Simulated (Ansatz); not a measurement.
# CH4AlNO (SMILES C1[NH][AlH][O]1): CCSD/def2-mTZVP (density fitting with def2-universal-jkfit, accuracy low, 1 point charge)

Wanted: energy and gradient of CH4AlNO. 

Program for the calculation: Ansatz 0.2.0.

### 1 The molecule

CH4AlNO has 8 atoms, charge 0, and is taken as a singlet. SMILES: `C1[NH][AlH][O]1`. Geometry: relaxed at PBE0-D4/def2-TZVP.

Bond lengths: C1–N2 1.466 Å, N2–Al3 1.758 Å, C1–O4 1.423 Å, Al3–O4 1.732 Å, C1–H5 1.099 Å, C1–H6 1.099 Å, N2–H7 1.002 Å, Al3–H8 1.569 Å. Some angles: C1–N2–Al3 87.4°, N2–C1–O4 102.5°, N2–Al3–O4 80.4°, C1–O4–Al3 89.8°, C1–N2–H7 120.2°, Al3–N2–H7 152.4°, N2–C1–H5 112.7°, N2–C1–H6 112.7°, O4–C1–H5 109.9°, O4–C1–H6 109.9°.

### 2 Energy and forces at CCSD/def2-mTZVP (density fitting with def2-universal-jkfit, accuracy low, 1 point charge)

in.yaml

```yaml
crystal:
  periodic: [false, false, false]
  atoms:
    - {symbol: C, position_ang: [-0.254000, 0.762000, -0.440000]}
    - {symbol: N, position_ang: [0.576900, 0.253100, 0.654700]}
    - {symbol: Al, position_ang: [0.036100, -1.359500, 0.209100]}
    - {symbol: O, position_ang: [-0.820500, -0.429100, -0.975000]}
    - {symbol: H, position_ang: [0.332400, 1.276900, -1.213500]}
    - {symbol: H, position_ang: [-1.052500, 1.431000, -0.090700]}
    - {symbol: H, position_ang: [1.107700, 0.887000, 1.221500]}
    - {symbol: H, position_ang: [0.166000, -2.878600, 0.578000]}
basis:
  gaussian:
    orbitals: def2-mTZVP
    fitting: {mean_field: def2-universal-jkfit}
    symmetry_tolerance_ang: 0.05
    point_charges: [{charge: 0.5, position_ang: [0.6662, -0.9903, -3.4122]}]
correlation:
  method: ccsd
  frozen_orbitals: {Al: 5, C: 1, H: 0, "N": 1, O: 1}
output: {forces: true}
accuracy: low
```

On the command line:

```sh
$ ansatz run in.yaml --threads 1 --pin off --max-ram 2610MiB --events-out events.jsonl --progress --plain --runs-dir runs
```

Standard output:

```text
Warning: RAYON_NUM_THREADS=1 ignored (pool sized by the plan → 1); use --threads N
Functional definition: HF
  name "HF"
  exchange = exact_x
  correlation = 0
429 factors; integrals over basis functions are off by at most 8.8e-1 eV
mean field evaluation 1: about -11193.3518 eV, gradient 4.8e1 eV
mean field evaluation 2: about -11196.4887 eV, gradient 3.1e1 eV
mean field evaluation 4: about -11198.1346 eV, gradient 1.1e0 eV
mean field evaluation 8: about -11198.1377 eV, gradient 1.5e-6 eV
mean field -11198.13769555 eV, -411.5239699411 hartree, gradient 1.5e-6 eV, S^2 0.000000; 0 other end points of the search recorded, 0 dependent functions left out
8 core orbitals not correlated: weight in the atoms' cores, before any rotation towards them, 1.000 or more for the frozen orbitals, at most 0.000 for the correlated occupied ones
reference -11198.13769555 eV, -411.5239699411 hartree; 11, 11 occupied and 77, 77 virtual orbitals, 429 factors
second order -15.19478245 eV of doubles, -0.00000000 eV of singles
cycle   1  -15.22655508 eV  change   -3.2e-2 eV  update   1.0e-1
cycle   2  -15.67844928 eV  change   -4.5e-1 eV  update   3.1e-2
cycle   3  -15.80063096 eV  change   -1.2e-1 eV  update   1.8e-2
cycle   4  -15.79015644 eV  change    1.0e-2 eV  update   5.4e-3
cycle   5  -15.78907170 eV  change    1.1e-3 eV  update   2.8e-3
cycle   6  -15.78997276 eV  change   -9.0e-4 eV  update   9.2e-4
cycle   7  -15.78916557 eV  change    8.1e-4 eV  update   3.0e-4
cycle   8  -15.78909585 eV  change    7.0e-5 eV  update   1.1e-4
cycle   9  -15.78914891 eV  change   -5.3e-5 eV  update   4.0e-5
cycle  10  -15.78914342 eV  change    5.5e-6 eV  update   1.7e-5
cycle  11  -15.78914583 eV  change   -2.4e-6 eV  update   7.6e-6
the calculation of the forces begins
Total energy: -11213.92684138 eV, -412.1042103481 hartree
Atom 0 at    -0.254000     0.762000    -0.440000 Å, force     0.041894     1.127817     0.080394 eV/Å
Atom 1 at     0.576900     0.253100     0.654700 Å, force     0.052024    -0.311089    -0.129186 eV/Å
Atom 2 at     0.036100    -1.359500     0.209100 Å, force     0.109738    -0.456477     0.787363 eV/Å
Atom 3 at    -0.820500    -0.429100    -0.975000 Å, force    -0.137037    -0.490074    -0.947911 eV/Å
Atom 4 at     0.332400     1.276900    -1.213500 Å, force    -0.039570     0.032672     0.017355 eV/Å
Atom 5 at    -1.052500     1.431000    -0.090700 Å, force     0.037870    -0.087385    -0.080094 eV/Å
Atom 6 at     1.107700     0.887000     1.221500 Å, force     0.142384     0.197801     0.202793 eV/Å
Atom 7 at     0.166000    -2.878600     0.578000 Å, force     0.003303    -0.101802    -0.078223 eV/Å
Dipole moment:     0.229369     0.039022     0.512128 e Å
```

Wall time 7.2 s (1 thread of AMD EPYC 9R14 (Zen 4), shared host); peak memory 0.34 GiB.

### 3 Outcome

Level: CCSD/def2-mTZVP (density fitting with def2-universal-jkfit, accuracy low, 1 point charge), 8 core orbitals frozen.

```
                                   quantity          value
                               total energy  -412.10421 Eh
         dipole moment (correlated density)         2.70 D
correlation energy (8 core orbitals frozen)     -580.2 mEh
                              T1 diagnostic          0.016
                   largest force on an atom     1.131 eV/Å
```

Mulliken charges run from -0.78 on N2 to +0.96 on Al3; they depend strongly on the basis. The largest force is 1.13 eV/Å: the shape isn't a stationary point for this species at this level. The accuracy setting is loose, so the last digits carry no meaning.
